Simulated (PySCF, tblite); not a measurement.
# C₄H₆F₂N₂Si: geometry, infrared bands and NMR shifts

Wanted: the infrared bands and NMR shifts of C₄H₆F₂N₂Si (`FCc1c(F)cnn1[SiH3]`), by calculation.

Programs: tblite 0.8.0 and PySCF 2.14.0, with density-fitted response routines of our own. Each step states its level of theory. These are calculated values for one molecule in the gas phase, unless marked as measured. Atoms are numbered from 0 throughout.

**1. The starting structure**

15 atoms, charge 0, multiplicity 1; geometry from: force field or distance geometry start.

Bonds of the start (Å): F0–C1 1.34, C1–C2 1.49, C2–C3 1.36, C3–F4 1.33, C3–C5 1.40, C5–N6 1.33, N6–N7 1.36, N7–Si8 1.79, N7–C2 1.38, C1–H9 1.09, C1–H10 1.10, C5–H11 1.08, Si8–H12 1.49, Si8–H13 1.49, Si8–H14 1.50.

**2. Relaxing the molecule with GFN2-xTB**

What the job is given:

```
{"job": {"kind": "relax", "xc": "GFN2-xTB", "basis": "xTB"}, "charge": 0, "multiplicity": 1}
F     -0.909000     2.119400    -0.573400
C      0.099100     1.788100     0.248900
C      0.568700     0.400800    -0.009800
C      1.822500    -0.062200    -0.267800
F      2.940100     0.656800    -0.294600
C      1.711900    -1.447300    -0.450600
N      0.451800    -1.854400    -0.330700
N     -0.239100    -0.711600    -0.068100
Si    -2.006300    -0.776200     0.179700
H      0.905400     2.505300     0.101900
H     -0.248500     1.888100     1.288500
H      2.490900    -2.170100    -0.660900
H     -2.452100    -2.091100     0.727500
H     -2.399000     0.258100     1.179400
H     -2.740900    -0.495600    -1.091900
```

Started as:

```bash
OMP_NUM_THREADS=1 python probes_run.py task.json out
```

This one command runs all jobs of the session in turn.

**Question.** This job is followed by: GFN2-xTB harmonic vibrations, gas phase; GIAO PBE0/pcSseg-1 NMR shielding, non-relativistic, gas phase. Predict these results of the whole session: strongest single infrared mode (GFN2-xTB); zero-point energy (GFN2-xTB); 13C shifts against TMS (PBE0/pcSseg-1); 1H shifts against TMS (PBE0/pcSseg-1, means over atoms taken as alike); 19F shifts against CFCl3 (PBE0/pcSseg-1); 15N shifts against NH3 (PBE0/pcSseg-1); 29Si shifts against TMS (PBE0/pcSseg-1).

**Answer**, as computed:

| quantity | value |
| --- | --- |
| strongest single infrared mode (GFN2-xTB) | 792 cm⁻¹, 295 km/mol |
| zero-point energy (GFN2-xTB) | 59.6 kcal/mol |
| 13C shifts against TMS (PBE0/pcSseg-1) | 159.1, 134.8, 133.7, 78.5 ppm |
| 1H shifts against TMS (PBE0/pcSseg-1, means over atoms taken as alike) | 7.64, 6.03, 5.16 ppm |
| 19F shifts against CFCl3 (PBE0/pcSseg-1) | -188.6, -253.5 ppm |
| 15N shifts against NH3 (PBE0/pcSseg-1) | 354.4, 213.9 ppm |
| 29Si shifts against TMS (PBE0/pcSseg-1) | -41.2 ppm |

Relaxing lowered the energy by 0.231 eV in 78 steps; the close pair that moved most is Si8–H12, from 1.493 to 1.454 Å. All 39 modes are real, so the xTB geometry is a minimum. The strongest single mode, at 792 cm⁻¹, has its largest shares on H13, H12 and H14 (the list is cut at 3 atoms). GFN2-xTB is a fitted tight-binding method: band positions and strengths are rough. Its intensities can rank the bands wrongly. At PBE0/pcSseg-1: The largest span, 513 ppm, is at N6, where the paramagnetic term is -408 ppm. NICS(1)zz of -28 ppm above the planar ring from C2 marks a diatropic (aromatic) ring current.
